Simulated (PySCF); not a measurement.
**C2H9NOSSi: a tour of settings**

Aim: see how C2H9NOSSi (`CO[Si@H](N)SC`) answers to the choice of functional, basis, grid and SCF options.

Programs: PySCF 2.14.0, with density-fitted response routines of our own. Each step states its level of theory. These are calculated values for one molecule in the gas phase, unless marked as measured. Atoms count from 0, in the outputs and in this text.

### Step 1. The molecule as given

15 atoms, charge 0, multiplicity 1; geometry from: GFN2-xTB.

Bonds of the start (Å): C0–O1 1.40, O1–Si2 1.62, Si2–N3 1.72, Si2–S4 2.14, S4–C5 1.82, C0–H6 1.09, C0–H7 1.09, C0–H8 1.09, Si2–H9 1.46, N3–H10 1.01, N3–H11 1.01, C5–H12 1.09, C5–H13 1.08, C5–H14 1.08.

### Step 2. Nuclear shieldings: PBE0/pcSseg-1

Job settings and geometry (Å):

```
{"job": {"kind": "nmr", "xc": "PBE0", "basis": "pcSseg-1"}, "charge": 0, "multiplicity": 1}
C     -0.844003    -1.845167    -0.981814
O     -0.059606    -0.750042    -0.607050
Si    -0.562067     0.588269     0.151830
N     -1.800409     1.374066    -0.749060
S      1.234301     1.740868     0.350120
C      2.363728     0.494843     1.047498
H     -1.750871    -1.518480    -1.492396
H     -0.249592    -2.468260    -1.650422
H     -1.127814    -2.425178    -0.101183
H     -1.128521     0.316420     1.468348
H     -1.663992     1.464947    -1.744823
H     -2.171647     2.236350    -0.386244
H      2.017187     0.206375     2.034982
H      3.342795     0.956979     1.115237
H      2.396097    -0.363999     0.386338
```

Level: GIAO PBE0/pcSseg-1 NMR shielding, non-relativistic, gas phase.

The run is started by

```sh
$ OMP_NUM_THREADS=1 python probes_run.py task.json out
```

This one command runs all jobs of the session in turn.

Log:

```text
coarse grid: 13152 points
cycle   1  E = -898.6720167762  dE =  5.697e-01  |g| = 7.288e-01  |ddm| = 3.392e+00
cycle   2  E = -898.5652566658  dE =  1.068e-01  |g| = 1.058e+00  |ddm| = 1.457e+00
cycle   3  E = -898.7721739948  dE = -2.069e-01  |g| = 1.003e-01  |ddm| = 9.511e-01
cycle   4  E = -898.7739111768  dE = -1.737e-03  |g| = 4.219e-02  |ddm| = 1.199e-01
cycle   5  E = -898.7742507398  dE = -3.396e-04  |g| = 1.017e-02  |ddm| = 4.031e-02
cycle   6  E = -898.7742716096  dE = -2.087e-05  |g| = 3.184e-03  |ddm| = 1.184e-02
cycle   7  E = -898.7742737390  dE = -2.129e-06  |g| = 5.297e-04  |ddm| = 3.788e-03
final grid: 116640 points
cycle   8  E = -898.8181906950  dE = -2.150e-05  |g| = 1.156e-02  |ddm| = 2.202e-02
cycle   9  E = -898.8181662318  dE =  2.446e-05  |g| = 1.613e-02  |ddm| = 1.757e-02
cycle  10  E = -898.8182171483  dE = -5.092e-05  |g| = 1.270e-03  |ddm| = 1.081e-02
cycle  11  E = -898.8182174792  dE = -3.309e-07  |g| = 1.998e-04  |ddm| = 1.176e-03
cycle  12  E = -898.8182174877  dE = -8.498e-09  |g| = 7.846e-05  |ddm| = 2.647e-04
cycle  13  E = -898.8182174892  dE = -1.434e-09  |g| = 2.048e-05  |ddm| = 8.080e-05
cycle  14  E = -898.8182174893  dE = -9.254e-11  |g| = 4.202e-06  |ddm| = 1.943e-05
converged SCF energy = -898.8182174893

GIAO shielding tensors (ppm)
atom      isotropic    diamagn.    paramagn.     s11        s22        s33       span
  0 C      134.273     241.803    -107.530    106.569    110.627    185.623     79.053
  1 O      316.211     400.671     -84.460    275.036    328.135    345.462     70.426
  2 Si     364.105     881.210    -517.104    335.751    369.879    386.686     50.935
  3 N      243.263     318.720     -75.457    213.336    254.279    262.173     48.837
  4 S      650.618    1060.151    -409.533    579.018    597.077    775.758    196.740
  5 C      174.808     251.826     -77.017    163.086    170.231    191.108     28.022
  6 H       27.720      28.514      -0.794     22.582     26.291     34.289     11.706
  7 H       27.798      28.130      -0.332     23.322     25.488     34.584     11.262
  8 H       27.932      28.614      -0.682     23.485     25.450     34.860     11.375
  9 H       26.336      30.989      -4.654     22.641     24.681     31.684      9.043
 10 H       31.175      31.550      -0.376     24.646     27.384     41.494     16.848
 11 H       31.258      30.166       1.092     24.412     26.951     42.411     17.999
 12 H       29.725      31.016      -1.291     24.339     27.357     37.480     13.141
 13 H       29.895      29.295       0.600     24.146     27.021     38.518     14.372
 14 H       29.473      32.059      -2.586     22.811     29.426     36.180     13.369
```

Run time: 19 s. Hardware: 1 thread of Arm Neoverse V1, shared host; peak memory 0.74 GiB.

The references, computed at this level on geometries of the same kind, shield at (ppm): 1H TMS 31.72, 13C TMS 186.9, 29Si TMS 349.2, 15N NH3 267.7, 17O H2O 336.1, 33S CS2 504. Their shielding less the atom's gives the shift. The references are single molecules in the gas phase, so shifts against H2O, NH3, PH3, H3PO4 or CFCl3 are not on the usual liquid scales and can be off by tens of ppm. Atoms listed in one row are averaged.

| atoms | environment | σ (ppm) | δ (ppm) | δ scaled to CDCl3 |
| --- | --- | --- | --- | --- |
| C0 | methyl carbon bonded to O | 134.3 | 52.7 | 49.5 |
| C5 | methyl carbon bonded to S | 174.8 | 12.1 | 5.5 |
| H9 | hydrogen on a silicon bonded to N, O, S | 26.34 | 5.38 | – |
| H6, H7, H8 | hydrogen on a methyl carbon bonded to O | 27.82 | 3.90 | 3.78 |
| H12, H13, H14 | hydrogen on a methyl carbon bonded to S | 29.70 | 2.02 | 2.01 |
| H10, H11 | hydrogen on a nitrogen bonded to Si | 31.22 | 0.50 | – |
| O1 | oxygen bonded to C, Si | 316.2 | 19.9 | – |
| Si2 | silicon bonded to N, O, S, H | 364.1 | -14.9 | – |
| N3 | nitrogen bonded to Si, 2 H | 243.3 | 24.5 | – |
| S4 | sulfur bonded to C, Si | 651 | -147 | – |

The scaled column applies a straight-line fit of computed shieldings to shifts measured in CDCl3, with any fitted terms for Cl, Br or S neighbours (root-mean-square error 0.16 ppm for H, 1.9 ppm for C).

Charges from the same density, by scheme (e):

| atoms | Mulliken | IAO | Hirshfeld | ESP fit |
| --- | --- | --- | --- | --- |
| C0 | -0.01 | -0.20 | -0.03 | -0.19 |
| O1 | -0.64 | -0.65 | -0.22 | -0.27 |
| Si2 | 0.96 | 1.16 | 0.40 | 0.70 |
| N3 | -0.63 | -0.85 | -0.32 | -1.02 |
| S4 | -0.34 | -0.23 | -0.13 | -0.35 |
| C5 | -0.40 | -0.50 | -0.12 | -0.40 |

Mayer bond orders: C0–O1 0.89, O1–Si2 0.98, Si2–N3 1.05, Si2–S4 0.97, S4–C5 0.99.

### Step 3. Excited states and response: PBE0/def2-SVPD

The job, as its differences from that of step 2:

```diff
@@ -1,2 +1,2 @@
-{"job": {"kind": "nmr", "xc": "PBE0", "basis": "pcSseg-1"}, "charge": 0, "multiplicity": 1}
+{"job": {"kind": "uv", "xc": "PBE0", "basis": "def2-SVPD", "nstates": 6, "ntriplets": 2}, "charge": 0, "multiplicity": 1}
 C     -0.844003    -1.845167    -0.981814
```

With the program's defaults for keys left out, this is: TDDFT PBE0/def2-SVPD, vertical, gas phase, core orbitals frozen in the response.

Log:

```text
coarse grid: 13152 points
cycle   1  E = -898.3237464506  dE =  5.208e-01  |g| = 6.867e-01  |ddm| = 5.024e+00
cycle   2  E = -898.2078350551  dE =  1.159e-01  |g| = 1.035e+00  |ddm| = 2.294e+00
cycle   3  E = -898.4183877868  dE = -2.106e-01  |g| = 9.817e-02  |ddm| = 1.295e+00
cycle   4  E = -898.4201639184  dE = -1.776e-03  |g| = 4.159e-02  |ddm| = 1.604e-01
cycle   5  E = -898.4205350017  dE = -3.711e-04  |g| = 1.066e-02  |ddm| = 8.741e-02
cycle   6  E = -898.4205599853  dE = -2.498e-05  |g| = 2.770e-03  |ddm| = 2.219e-02
cycle   7  E = -898.4205620462  dE = -2.061e-06  |g| = 5.453e-04  |ddm| = 6.609e-03
final grid: 116640 points
cycle   8  E = -898.5211864093  dE = -2.540e-05  |g| = 1.083e-02  |ddm| = 8.703e-02
cycle   9  E = -898.5211624228  dE =  2.399e-05  |g| = 1.525e-02  |ddm| = 3.331e-02
cycle  10  E = -898.5212118044  dE = -4.938e-05  |g| = 1.257e-03  |ddm| = 1.954e-02
cycle  11  E = -898.5212121546  dE = -3.503e-07  |g| = 2.148e-04  |ddm| = 1.720e-03
cycle  12  E = -898.5212121650  dE = -1.041e-08  |g| = 8.454e-05  |ddm| = 5.703e-04
cycle  13  E = -898.5212121669  dE = -1.839e-09  |g| = 2.221e-05  |ddm| = 1.840e-04
cycle  14  E = -898.5212121670  dE = -1.098e-10  |g| = 4.748e-06  |ddm| = 3.772e-05
converged SCF energy = -898.5212121670

Static polarisability (au): isotropic 84.165, principal 71.017 83.819 97.661

Singlet excitations
state   eV       nm        f      main configurations
  1   5.4552    227.3   0.00058   H->L 0.92
  2   6.2319    199.0   0.03064   H->L+1 0.68, H->L+2 0.26
  3   6.5057    190.6   0.03995   H->L+2 0.57, H->L+1 0.21, H-1->L 0.14
  4   6.5719    188.7   0.01299   H-1->L 0.82, H->L+2 0.09
  5   6.9470    178.5   0.01177   H->L+3 0.91
  6   7.0363    176.2   0.01048   H->L+5 0.63, H->L+4 0.19

Triplet excitations (Tamm-Dancoff, eV): 5.0892 6.0311
```

It took 28 s on 1 thread of Arm Neoverse V1, shared host; peak memory 0.84 GiB.

The orbitals next to the gap, with their largest atomic shares:

| orbital | eV | atoms |
| --- | --- | --- |
| HOMO−3 | -8.67 | S4 33 %, O1 23 %, N3 15 % |
| HOMO−2 | -8.35 | O1 39 %, N3 14 %, Si2 10 % |
| HOMO−1 | -7.64 | N3 43 %, S4 24 %, Si2 12 % |
| HOMO | -6.63 | S4 72 %, C5 11 %, Si2 8 % |
| LUMO | 0.20 | S4 37 %, Si2 14 %, C5 9 % |
| LUMO+1 | 0.63 | Si2 18 %, C0 16 %, S4 12 % |
| LUMO+2 | 0.97 | S4 37 %, Si2 11 %, C0 9 % |

With each of the 6 states as a Gaussian band of 0.4 eV half-width at 1/e, the curve within the window shown has maxima at 192 nm (ε 3,100) L/(mol cm). Beyond the last state computed it falls off for lack of states. The curve at chosen wavelengths:

```json
{"nm": "169", "ε (L/mol/cm)": "463"}
{"nm": "172", "ε (L/mol/cm)": "783"}
{"nm": "176", "ε (L/mol/cm)": "1287"}
{"nm": "179", "ε (L/mol/cm)": "1704"}
{"nm": "183", "ε (L/mol/cm)": "2304"}
{"nm": "186", "ε (L/mol/cm)": "2729"}
{"nm": "190", "ε (L/mol/cm)": "3097"}
{"nm": "193", "ε (L/mol/cm)": "3122"}
{"nm": "197", "ε (L/mol/cm)": "2803"}
{"nm": "200", "ε (L/mol/cm)": "2373"}
{"nm": "203", "ε (L/mol/cm)": "1873"}
{"nm": "207", "ε (L/mol/cm)": "1235"}
{"nm": "210", "ε (L/mol/cm)": "842"}
{"nm": "214", "ε (L/mol/cm)": "465"}
{"nm": "217", "ε (L/mol/cm)": "284"}
{"nm": "221", "ε (L/mol/cm)": "143"}
{"nm": "224", "ε (L/mol/cm)": "87"}
{"nm": "227", "ε (L/mol/cm)": "56"}
{"nm": "231", "ε (L/mol/cm)": "35"}
{"nm": "234", "ε (L/mol/cm)": "26"}
{"nm": "238", "ε (L/mol/cm)": "18"}
{"nm": "241", "ε (L/mol/cm)": "14"}
{"nm": "245", "ε (L/mol/cm)": "9"}
{"nm": "248", "ε (L/mol/cm)": "7"}
{"nm": "252", "ε (L/mol/cm)": "4"}
{"nm": "255", "ε (L/mol/cm)": "3"}
```

Further results of this job:

| property | computed |
| --- | --- |
| dipole moment (D) | 1.53 |
| polarisability (Å³) | 12.47 |
| HOMO–LUMO gap (eV) | 6.84 |
| −ε(HOMO) (eV) | 6.63 |

### Step 4. TDDFT and polarisability: PBE/def2-SVPD

The job, as its differences from that of step 3:

```diff
@@ -1,2 +1,2 @@
-{"job": {"kind": "uv", "xc": "PBE0", "basis": "def2-SVPD", "nstates": 6, "ntriplets": 2}, "charge": 0, "multiplicity": 1}
+{"job": {"kind": "uv", "xc": "PBE", "basis": "def2-SVPD", "nstates": 6, "ntriplets": 0, "tda": false}, "charge": 0, "multiplicity": 1}
 C     -0.844003    -1.845167    -0.981814
```

Method: TDDFT PBE/def2-SVPD, vertical, gas phase, core orbitals frozen in the response.

Log:

```text
coarse grid: 13152 points
cycle   1  E = -898.1448646283  dE =  4.905e-01  |g| = 8.544e-01  |ddm| = 5.313e+00
cycle   2  E = -897.5997428592  dE =  5.451e-01  |g| = 1.815e+00  |ddm| = 4.172e+00
cycle   3  E = -898.2894988849  dE = -6.898e-01  |g| = 2.269e-01  |ddm| = 3.137e+00
cycle   4  E = -898.2996306250  dE = -1.013e-02  |g| = 1.001e-01  |ddm| = 3.957e-01
cycle   5  E = -898.3015637766  dE = -1.933e-03  |g| = 3.407e-02  |ddm| = 2.228e-01
cycle   6  E = -898.3018464886  dE = -2.827e-04  |g| = 9.242e-03  |ddm| = 8.126e-02
cycle   7  E = -898.3018687476  dE = -2.226e-05  |g| = 2.425e-03  |ddm| = 2.105e-02
cycle   8  E = -898.3018705371  dE = -1.790e-06  |g| = 6.723e-04  |ddm| = 6.162e-03
final grid: 116640 points
cycle   9  E = -898.4354670211  dE = -1.185e-05  |g| = 1.862e-02  |ddm| = 1.263e-01
cycle  10  E = -898.4352659134  dE =  2.011e-04  |g| = 3.590e-02  |ddm| = 6.807e-02
cycle  11  E = -898.4355390245  dE = -2.731e-04  |g| = 3.560e-03  |ddm| = 4.891e-02
cycle  12  E = -898.4355419866  dE = -2.962e-06  |g| = 5.323e-04  |ddm| = 4.799e-03
cycle  13  E = -898.4355420689  dE = -8.232e-08  |g| = 1.979e-04  |ddm| = 1.345e-03
cycle  14  E = -898.4355420782  dE = -9.297e-09  |g| = 4.748e-05  |ddm| = 3.616e-04
cycle  15  E = -898.4355420787  dE = -5.150e-10  |g| = 1.355e-05  |ddm| = 9.005e-05
converged SCF energy = -898.4355420787

Static polarisability (au): isotropic 88.433, principal 74.103 87.937 103.258

Singlet excitations
state   eV       nm        f      main configurations
  1   4.9073    252.7   0.00202   H->L 0.99
  2   5.3950    229.8   0.01168   H->L+1 0.98
  3   5.7647    215.1   0.02715   H->L+2 0.95
  4   5.8119    213.3   0.01703   H-1->L 0.96
  5   6.2333    198.9   0.00581   H->L+3 0.83
  6   6.2482    198.4   0.00528   H-1->L+1 0.90
```

It took 34 s on 1 thread of Arm Neoverse V1, shared host; peak memory 0.71 GiB.

Key values: HOMO -5.44 eV, LUMO -0.61 eV; lowest singlet 4.91 eV.

### Step 5. TDDFT and polarisability: PBE0/Sadlej pVTZ

The job, as its differences from that of step 4:

```diff
@@ -1,2 +1,2 @@
-{"job": {"kind": "uv", "xc": "PBE", "basis": "def2-SVPD", "nstates": 6, "ntriplets": 0, "tda": false}, "charge": 0, "multiplicity": 1}
+{"job": {"kind": "uv", "xc": "PBE0", "basis": "Sadlej pVTZ", "nstates": 1, "ntriplets": 0, "tda": false, "scf": {"conv": 1e-07}}, "charge": 0, "multiplicity": 1}
 C     -0.844003    -1.845167    -0.981814
```

With the program's defaults for keys left out, this is: TDDFT PBE0/Sadlej pVTZ, vertical, gas phase, core orbitals frozen in the response.

Log:

```text
final grid: 116640 points
cycle   1  E = -898.8203214185  dE =  5.837e-01  |g| = 7.323e-01  |ddm| = 1.394e+01
cycle   2  E = -898.6796878115  dE =  1.406e-01  |g| = 1.120e+00  |ddm| = 2.979e+00
cycle   3  E = -898.9257818882  dE = -2.461e-01  |g| = 1.092e-01  |ddm| = 1.608e+00
cycle   4  E = -898.9278337182  dE = -2.052e-03  |g| = 5.325e-02  |ddm| = 2.886e-01
cycle   5  E = -898.9284318153  dE = -5.981e-04  |g| = 1.157e-02  |ddm| = 8.796e-02
cycle   6  E = -898.9284610409  dE = -2.923e-05  |g| = 3.351e-03  |ddm| = 2.875e-02
cycle   7  E = -898.9284637272  dE = -2.686e-06  |g| = 6.870e-04  |ddm| = 7.046e-03
cycle   8  E = -898.9284638670  dE = -1.398e-07  |g| = 1.799e-04  |ddm| = 1.856e-03
cycle   9  E = -898.9284638768  dE = -9.847e-09  |g| = 4.922e-05  |ddm| = 5.532e-04
converged SCF energy = -898.9284638768

Static polarisability (au): isotropic 86.325, principal 72.462 86.007 100.506

Singlet excitations
state   eV       nm        f      main configurations
  1   5.2543    236.0   0.00140   H->L 0.70, H->L+1 0.18
```

Wall time 27 s (1 thread of Arm Neoverse V1, shared host); peak memory 0.88 GiB.

In short: HOMO -6.61 eV, LUMO -0.22 eV; lowest singlet 5.25 eV.

[end of part 1 of 2]
